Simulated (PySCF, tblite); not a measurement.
# C2H7NOSSi: dynamics, then NMR shifts on frames, part 2 of 2

tblite 0.8.0 and PySCF 2.14.0. Atoms count from 0. Earlier steps stand in the parts before.

## (5) NMR shieldings: 625 fs, PBE0/pcSseg-1

What the job is given:

```
{"job": {"kind": "nmr", "xc": "PBE0", "basis": "pcSseg-1", "pop": false}, "charge": 0, "multiplicity": 1}
C     -2.913200    -0.855700     1.675200
S     -1.803100     0.430400     1.033000
Si    -0.007600    -0.494300     0.643300
N      0.889500     0.750700    -0.229800
C      2.040600     0.333300    -0.816600
O      2.285900    -0.848300    -0.809600
H     -3.817100    -0.733400     1.036800
H     -3.087000    -0.645900     2.685200
H     -2.585200    -1.901700     1.488600
H      0.909300    -0.575400     1.694700
H     -0.181600    -1.715000    -0.073200
H      0.550300     1.738600    -0.168300
H      2.756600     1.003300    -1.164900
```

Level: GIAO PBE0/pcSseg-1 NMR shielding, non-relativistic, gas phase.

The log of the run:

```text
coarse grid: 11912 points
cycle   1  E = -897.3898777831  dE =  8.574e-01  |g| = 8.046e-01  |ddm| = 3.261e+00
cycle   2  E = -896.9181619240  dE =  4.717e-01  |g| = 1.716e+00  |ddm| = 2.146e+00
cycle   3  E = -897.5106959684  dE = -5.925e-01  |g| = 2.122e-01  |ddm| = 1.693e+00
cycle   4  E = -897.5185962325  dE = -7.900e-03  |g| = 1.012e-01  |ddm| = 2.311e-01
cycle   5  E = -897.5205890054  dE = -1.993e-03  |g| = 1.775e-02  |ddm| = 6.889e-02
cycle   6  E = -897.5206560367  dE = -6.703e-05  |g| = 5.621e-03  |ddm| = 2.307e-02
cycle   7  E = -897.5206634032  dE = -7.366e-06  |g| = 1.413e-03  |ddm| = 6.946e-03
final grid: 105896 points
cycle   8  E = -897.5645320269  dE = -5.499e-06  |g| = 1.365e-02  |ddm| = 2.194e-02
cycle   9  E = -897.5644401667  dE =  9.186e-05  |g| = 2.585e-02  |ddm| = 2.480e-02
cycle  10  E = -897.5645669909  dE = -1.268e-04  |g| = 2.734e-03  |ddm| = 1.734e-02
cycle  11  E = -897.5645686534  dE = -1.662e-06  |g| = 2.048e-04  |ddm| = 2.319e-03
cycle  12  E = -897.5645686635  dE = -1.011e-08  |g| = 8.564e-05  |ddm| = 2.943e-04
cycle  13  E = -897.5645686653  dE = -1.794e-09  |g| = 2.752e-05  |ddm| = 1.150e-04
cycle  14  E = -897.5645686655  dE = -1.673e-10  |g| = 9.095e-06  |ddm| = 2.803e-05
converged SCF energy = -897.5645686655

GIAO shielding tensors (ppm)
atom      isotropic    diamagn.    paramagn.     s11        s22        s33       span
  0 C      175.109     249.504     -74.395    159.462    171.191    194.674     35.212
  1 S      747.156    1061.720    -314.564    629.912    690.315    921.241    291.329
  2 Si     376.549     881.699    -505.150    351.891    360.297    417.460     65.569
  3 N      140.237     330.127    -189.889     40.066    148.165    232.481    192.414
  4 C       18.214     243.037    -224.823    -68.028     21.405    101.265    169.292
  5 O     -139.254     402.676    -541.930   -465.805   -256.286    304.330    770.135
  6 H       28.407      27.805       0.602     21.688     26.420     37.114     15.425
  7 H       30.099      28.989       1.110     23.452     27.846     38.998     15.546
  8 H       29.382      28.862       0.520     24.138     27.670     36.339     12.201
  9 H       26.958      31.566      -4.608     22.561     25.665     32.648     10.087
 10 H       26.464      31.385      -4.921     22.128     25.715     31.548      9.420
 11 H       26.410      32.616      -6.206     21.168     27.417     30.643      9.475
 12 H       23.881      27.749      -3.869     20.646     23.650     27.347      6.701
```

Wall time 10 s (1 thread of Arm Neoverse V2, shared host); peak memory 0.75 GiB.

In short: δ C4 168.7, C0 11.8, S1 -243, Si2 -27.4, H12 7.84, H11 5.31 ppm.

## (6) Shielding tensors: 800 fs, PBE0/pcSseg-1

What the job is given:

```
{"job": {"kind": "nmr", "xc": "PBE0", "basis": "pcSseg-1", "pop": false}, "charge": 0, "multiplicity": 1}
C     -2.718000    -1.075200     1.787900
S     -1.944500     0.252700     0.919200
Si     0.120700    -0.278600     0.485700
N      0.714700     1.097700    -0.491700
C      1.769000     0.838500    -1.290000
O      2.221400    -0.269800    -1.410300
H     -3.719800    -0.635200     2.000600
H     -2.206600    -1.333800     2.692700
H     -2.837000    -2.027100     1.226900
H      1.208300    -0.512500     1.528900
H      0.113200    -1.392700    -0.489100
H      0.336100     1.989200    -0.313300
H      2.138900     1.671900    -1.898900
```

Level: GIAO PBE0/pcSseg-1 NMR shielding, non-relativistic, gas phase.

The log of the run:

```text
coarse grid: 11912 points
cycle   1  E = -897.3933312226  dE =  7.419e-01  |g| = 8.172e-01  |ddm| = 3.238e+00
cycle   2  E = -896.9129058103  dE =  4.804e-01  |g| = 1.732e+00  |ddm| = 2.197e+00
cycle   3  E = -897.5200258802  dE = -6.071e-01  |g| = 2.147e-01  |ddm| = 1.726e+00
cycle   4  E = -897.5282741808  dE = -8.248e-03  |g| = 9.642e-02  |ddm| = 2.291e-01
cycle   5  E = -897.5301117461  dE = -1.838e-03  |g| = 1.560e-02  |ddm| = 6.565e-02
cycle   6  E = -897.5301604061  dE = -4.866e-05  |g| = 6.015e-03  |ddm| = 2.031e-02
cycle   7  E = -897.5301690352  dE = -8.629e-06  |g| = 1.359e-03  |ddm| = 7.211e-03
final grid: 105896 points
cycle   8  E = -897.5751015477  dE = -1.392e-06  |g| = 1.348e-02  |ddm| = 2.001e-02
cycle   9  E = -897.5750120649  dE =  8.948e-05  |g| = 2.557e-02  |ddm| = 2.442e-02
cycle  10  E = -897.5751354033  dE = -1.233e-04  |g| = 2.585e-03  |ddm| = 1.709e-02
cycle  11  E = -897.5751368822  dE = -1.479e-06  |g| = 1.863e-04  |ddm| = 2.187e-03
cycle  12  E = -897.5751368903  dE = -8.051e-09  |g| = 7.565e-05  |ddm| = 2.681e-04
cycle  13  E = -897.5751368917  dE = -1.393e-09  |g| = 2.522e-05  |ddm| = 1.046e-04
cycle  14  E = -897.5751368918  dE = -1.608e-10  |g| = 6.862e-06  |ddm| = 2.875e-05
converged SCF energy = -897.5751368918

GIAO shielding tensors (ppm)
atom      isotropic    diamagn.    paramagn.     s11        s22        s33       span
  0 C      175.886     247.895     -72.009    161.917    174.483    191.257     29.340
  1 S      696.325    1060.825    -364.500    556.735    706.078    826.162    269.428
  2 Si     371.984     880.645    -508.662    335.750    371.552    408.649     72.899
  3 N      153.301     330.762    -177.461     49.143    168.961    241.800    192.657
  4 C       21.900     243.296    -221.396    -66.731     34.344     98.086    164.817
  5 O     -129.078     402.526    -531.604   -460.851   -238.377    311.994    772.845
  6 H       28.633      26.630       2.003     22.052     26.198     37.648     15.596
  7 H       29.907      28.922       0.985     23.791     27.927     38.003     14.212
  8 H       29.033      28.407       0.626     23.622     26.586     36.891     13.269
  9 H       25.455      29.025      -3.570     21.748     24.007     30.609      8.861
 10 H       25.363      30.895      -5.532     21.130     25.072     29.888      8.758
 11 H       28.009      35.048      -7.039     23.193     28.670     32.164      8.972
 12 H       23.259      25.652      -2.392     19.396     22.719     27.663      8.266
```

It took 10 s on 1 thread of Arm Neoverse V2, shared host; peak memory 0.75 GiB.

Key values: δ C4 165.0, C0 11.0, S1 -193, Si2 -22.8, H12 8.46, H10 6.35 ppm.

## (7) NMR shieldings: 1000 fs, PBE0/pcSseg-1

What the job is given:

```
{"job": {"kind": "nmr", "xc": "PBE0", "basis": "pcSseg-1", "pop": false}, "charge": 0, "multiplicity": 1}
C     -2.614000    -1.107300     2.441300
S     -2.122100     0.094400     1.052000
Si    -0.123900    -0.647600     0.520700
N      0.345700     0.605400    -0.522000
C      1.388000     0.445800    -1.289600
O      1.945700    -0.617900    -1.354600
H     -2.178800    -0.946300     3.415800
H     -2.363400    -2.107500     2.062200
H     -3.660400    -1.074200     2.713400
H      0.837900    -0.760100     1.598100
H     -0.429200    -1.844800    -0.172500
H     -0.208500     1.513900    -0.465400
H      1.761000     1.325200    -1.891500
```

With the program's defaults for keys left out, this is: GIAO PBE0/pcSseg-1 NMR shielding, non-relativistic, gas phase.

The log of the run:

```text
coarse grid: 11912 points
cycle   1  E = -897.3878060075  dE =  7.682e-01  |g| = 8.180e-01  |ddm| = 3.220e+00
cycle   2  E = -896.8755555144  dE =  5.123e-01  |g| = 1.771e+00  |ddm| = 2.210e+00
cycle   3  E = -897.5150041635  dE = -6.394e-01  |g| = 2.110e-01  |ddm| = 1.737e+00
cycle   4  E = -897.5230531239  dE = -8.049e-03  |g| = 9.618e-02  |ddm| = 2.376e-01
cycle   5  E = -897.5248440782  dE = -1.791e-03  |g| = 1.622e-02  |ddm| = 6.630e-02
cycle   6  E = -897.5248990642  dE = -5.499e-05  |g| = 6.141e-03  |ddm| = 2.238e-02
cycle   7  E = -897.5249080781  dE = -9.014e-06  |g| = 1.187e-03  |ddm| = 7.212e-03
final grid: 105896 points
cycle   8  E = -897.5688111258  dE = -1.391e-06  |g| = 1.321e-02  |ddm| = 2.044e-02
cycle   9  E = -897.5687253953  dE =  8.573e-05  |g| = 2.496e-02  |ddm| = 2.421e-02
cycle  10  E = -897.5688444424  dE = -1.190e-04  |g| = 2.414e-03  |ddm| = 1.662e-02
cycle  11  E = -897.5688457484  dE = -1.306e-06  |g| = 1.753e-04  |ddm| = 2.020e-03
cycle  12  E = -897.5688457563  dE = -7.958e-09  |g| = 6.455e-05  |ddm| = 2.551e-04
cycle  13  E = -897.5688457573  dE = -9.779e-10  |g| = 2.584e-05  |ddm| = 8.718e-05
converged SCF energy = -897.5688457573

GIAO shielding tensors (ppm)
atom      isotropic    diamagn.    paramagn.     s11        s22        s33       span
  0 C      169.550     244.930     -75.380    145.126    165.111    198.413     53.288
  1 S      664.356    1059.522    -395.166    533.976    578.353    880.740    346.764
  2 Si     376.782     881.353    -504.571    356.036    369.313    404.997     48.961
  3 N      149.961     329.430    -179.469     68.675    149.289    231.919    163.243
  4 C       22.243     244.501    -222.258    -65.550     34.315     97.964    163.514
  5 O     -113.256     401.382    -514.638   -400.949   -226.600    287.782    688.731
  6 H       29.925      29.273       0.652     24.698     27.484     37.593     12.895
  7 H       29.349      28.231       1.118     23.053     27.367     37.627     14.574
  8 H       29.807      27.240       2.568     24.747     26.742     37.933     13.186
  9 H       26.562      30.458      -3.896     22.836     25.028     31.822      8.986
 10 H       26.404      30.973      -4.569     21.950     25.591     31.672      9.722
 11 H       26.039      31.640      -5.602     19.702     27.783     30.631     10.929
 12 H       22.957      25.381      -2.424     19.085     22.176     27.608      8.523
```

Run time: 9.9 s. Hardware: 1 thread of Arm Neoverse V2, shared host; peak memory 0.75 GiB.

Key values: δ C4 164.7, C0 17.4, S1 -161, Si2 -27.6, H12 8.76, H11 5.68 ppm.

## (8) Run by run: NMR shifts

Shifts (ppm) of some atoms, chosen among heavy atoms and hydrogens apart, with basis size and wall time:

```
  frame    C0    H8   H11    S1    Si2     N3     O5  functions   time
 250 fs  18.3  4.32  3.54  -225  -18.7  123.4  428.4        151   15 s
 425 fs  19.5  2.87  6.07  -224  -28.5  144.1  424.3        151   10 s
 625 fs  11.8  2.33  5.31  -243  -27.4  127.5  475.3        151   10 s
 800 fs  11.0  2.68  3.71  -193  -22.8  114.4  465.2        151   10 s
1000 fs  17.4  1.91  5.68  -161  -27.6  117.8  449.3        151  9.9 s
```

## (9) Results

This closing draws on all 2 parts.

| quantity | value |
| --- | --- |
| thermostat | 400 K |
| mean temperature, second half | 428 K |
| mean potential energy above the minimum | 0.58 eV |
| 13C shifts against TMS (PBE0/pcSseg-1, 250 fs) | 162.8, 18.3 ppm |
| 1H shifts against TMS (PBE0/pcSseg-1, 250 fs) | 7.64, 4.93, 4.56, 4.32, 3.54, 2.22, 1.89 ppm |
| 33S shifts against CS2 (PBE0/pcSseg-1, 250 fs) | -225 ppm |
| 29Si shifts against TMS (PBE0/pcSseg-1, 250 fs) | -18.7 ppm |
| 15N shifts against NH3 (PBE0/pcSseg-1, 250 fs) | 123.4 ppm |
| 17O shifts against H2O (PBE0/pcSseg-1, 250 fs) | 428.4 ppm |
| surface potential, 1st and 99th percentile | -1.83 V and 2.19 V |
| range of the shift of S1 | -243 to -161 ppm |

**Reading.** In the second half the potential energy averages 0.58 eV above the minimum; equipartition over 33 harmonic modes at 400 K would give 0.57 eV. With 13 atoms the temperature swings widely (223 to 617 K). Shifts at one fixed geometry are not the observed spectrum, which averages over the motion. In the first frame run (250 fs): Shielding is most anisotropic at O5 (span 663 ppm, paramagnetic term -494 ppm). In ppm, S1 moves most: its shift spreads over 83 ppm, from -243 (625 fs) to -161 (1000 fs).
